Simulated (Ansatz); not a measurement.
**AlH₅O₃Si: one species, many methods**

How much do the methods differ for AlH₅O₃Si? The plan is to run it at one geometry with functionals of several rungs and with coupled cluster. The yardstick is the atomisation energy at the CCSD(T) limit.

The runs use Ansatz 0.2.0, Gaussian basis; functionals in def2-TZVPP, the program's frozen cores in correlated methods.

Plan: PBE-D4, r2SCAN-D4, PBE0-D4, B3LYP-D4, ωB97X-V, ωB97M-V, B2PLYP; CCSD(T)/def2-TZVPP; MP2/def2-QZVPP; extrapolation to the limit.

**1. Structure used throughout**

An earlier PBE0-D4 in a triple-zeta def2 set relaxation fixed the geometry.

SMILES `O[SiH2][Al]([OH])[OH]`, 10 atoms, charge 0, spin multiplicity 1.

Atoms are counted from 1 here; the program's logs count them from 0.

Bond lengths: O1–Si2 1.660 Å, O1–H6 0.958 Å, Si2–Al3 2.441 Å, Si2–H7 1.491 Å, Si2–H8 1.491 Å, Al3–O4 1.691 Å, Al3–O5 1.700 Å, O4–H9 0.955 Å, O5–H10 0.955 Å. Angles: Si2–O1–H6 115.5°, O1–Si2–Al3 107.5°, O1–Si2–H7 109.1°, O1–Si2–H8 109.1°, Al3–Si2–H7 112.5°, Al3–Si2–H8 112.5°, H7–Si2–H8 106.0°, Si2–Al3–O4 124.6°, Si2–Al3–O5 110.3°, O4–Al3–O5 125.1°, Al3–O4–H9 127.8°, Al3–O5–H10 128.5°.

**2. PBE-D4 (GGA)**

File in.yaml:

```yaml
crystal:
  periodic: [false, false, false]
  atoms:
    - {symbol: O, position_ang: [-1.346672, -1.357995, -1.500949]}
    - {symbol: Si, position_ang: [-0.450582, -1.536527, -0.115357]}
    - {symbol: Al, position_ang: [0.475495, 0.650901, 0.447645]}
    - {symbol: O, position_ang: [1.463624, 0.959956, 1.785100]}
    - {symbol: O, position_ang: [-0.014488, 1.811417, -0.693427]}
    - {symbol: H, position_ang: [-1.373778, -0.470915, -1.862890]}
    - {symbol: H, position_ang: [0.606726, -2.561663, -0.346472]}
    - {symbol: H, position_ang: [-1.322769, -2.081549, 0.963799]}
    - {symbol: H, position_ang: [1.849517, 1.792789, 2.047704]}
    - {symbol: H, position_ang: [0.196231, 2.742485, -0.722253]}
basis:
  gaussian: {orbitals: def2-TZVPP}
hamiltonian: {xc: pbe, dispersion: d4}
output: {forces: true, orbitals: {seedname: orbitals}}
```

Run with:

```sh
$ ansatz run in.yaml --threads 4 --pin off --events-out ev --progress --plain --max-ram 10444MiB
```

Further steps of the session: r2SCAN-D4 (meta-GGA); PBE0-D4 (hybrid); B3LYP-D4 (hybrid); ωB97X-V (range-separated); ωB97M-V (range-separated); B2PLYP (double hybrid); CCSD(T) in def2-TZVPP; MP2 in def2-QZVPP.

Before running them: what should the planned runs give, taken together? Wanted: atomisation energy, CCSD(T)/CBS; farthest; mean size of error, hybrid; mean size of error, range-separated; gap, smallest and largest; T1 diagnostic; triples share of the correlation energy.

**Answer**, as computed:

```
                               quantity                                 value
        atomisation energy, CCSD(T)/CBS                         3641.1 kJ/mol
 functionals within 18.2 kJ/mol (0.5 %)                                PBE-D4
                               farthest                PBE0-D4 (-92.2 kJ/mol)
             mean size of error, hybrid                           72.9 kJ/mol
    mean size of error, range-separated                           23.6 kJ/mol
              gap, smallest and largest  5.07 eV (PBE-D4), 11.19 eV (ωB97X-V)
                          T1 diagnostic                                0.0129
triples share of the correlation energy                                 3.4 %
```

**Reading.** PBE-D4 misses by -7.4 kJ/mol. Double hybrids carry the basis error of their MP2 part in triple zeta, and no dispersion term here, so their miss is partly the set-up's. Misses under about 18.2 kJ/mol are within the doubt on the reference itself, which lacks core-valence correlation, relativity and higher excitations. Hartree-Fock recovers 70 % of the binding; the rest is correlation. The gap grows from 5.1 to 11.2 eV across the functionals, mostly with the share of exact exchange.
